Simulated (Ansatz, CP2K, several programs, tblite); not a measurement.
Energy against volume for an ordered 8-atom cell of InGa3P4 on the zincblende lattice (P-43m), at fixed shape and fractional coordinates, computed by several methods (PBE and r2SCAN, where shown, with plane waves in Ansatz); the cell shown is that of r2SCAN. With free coordinates or axes held, a curve is too stiff, and on another method's shape its minimum isn't the method's own volume. Space group P-43m (No. 215), cubic; a = 5.566 Å in the conventional setting, 21.56 Å³ an atom. Around Ga lie 4 P at 2.38 Å; around P lie 3 Ga at 2.38 Å and 1 In at 2.51 Å; around In lie 4 P at 2.51 Å. No spin polarisation. The prototype was imposed, so other structures may be more stable. Energies count from each curve's lowest point; fits are third-order Birch-Murnaghan.

```cif
data_structure
_symmetry_space_group_name_H-M 'P-43m'
_symmetry_Int_Tables_number 215
_cell_length_a 5.5665
_cell_length_b 5.5665
_cell_length_c 5.5665
_cell_angle_alpha 90.000
_cell_angle_beta 90.000
_cell_angle_gamma 90.000
_cell_volume 172.48
loop_
_atom_site_label
_atom_site_type_symbol
_atom_site_symmetry_multiplicity
_atom_site_Wyckoff_symbol
_atom_site_fract_x
_atom_site_fract_y
_atom_site_fract_z
_atom_site_occupancy
Ga1 Ga 3 d 0.50000 0.00000 0.00000 1
P1 P 4 e 0.76022 0.23978 0.23978 1
In1 In 1 b 0.50000 0.50000 0.50000 1
```

r2SCAN, on the shape of its own relaxed cell:
```csv
V (Å³/atom),E (meV/atom)
20.266,22.18
20.913,5.23
21.560,0.00
22.207,4.73
22.854,17.91
```
V₀ = 21.56 Å³ an atom and B₀ = 82 GPa.

Question: PBE, on the shape of its own relaxed cell, gives
```csv
V (Å³/atom),E (meV/atom)
20.860,20.09
21.525,4.74
22.191,0.00
22.857,4.23
23.523,16.04
```
What equilibrium volume and bulk modulus follow?

Answer: V₀ = 22.19 Å³ an atom and B₀ = 72 GPa.

GFN2-xTB (tblite), on the shape of the cell shown, as a cluster of 64 atoms at the zone centre:
```tsv
V (Å³/atom)	E (meV/atom)
18.973	245.45
20.266	114.87
21.560	40.46
22.854	5.94
24.147	0.00
```
The lowest point is an end point, so the minimum isn't bracketed.

PBE/SZV (CP2K), on the shape of the cell shown:
```
V (Å³/atom)  E (meV/atom)
     18.973        253.07
     20.266        104.59
     21.560         23.70
     22.854          0.00
     24.147          4.04
```
The points scatter about a smooth fit, a numerical artefact, so no fit is quoted.

PBE/DZVP (CP2K), on the shape of the cell shown:

| V (Å³/atom) | E (meV/atom) |
| --- | --- |
| 18.973 | 151.25 |
| 20.266 | 46.70 |
| 21.560 | 0.00 |
| 22.854 | 3.42 |
| 24.147 | 28.41 |

The points scatter about a smooth fit, a numerical artefact, so no fit is quoted.
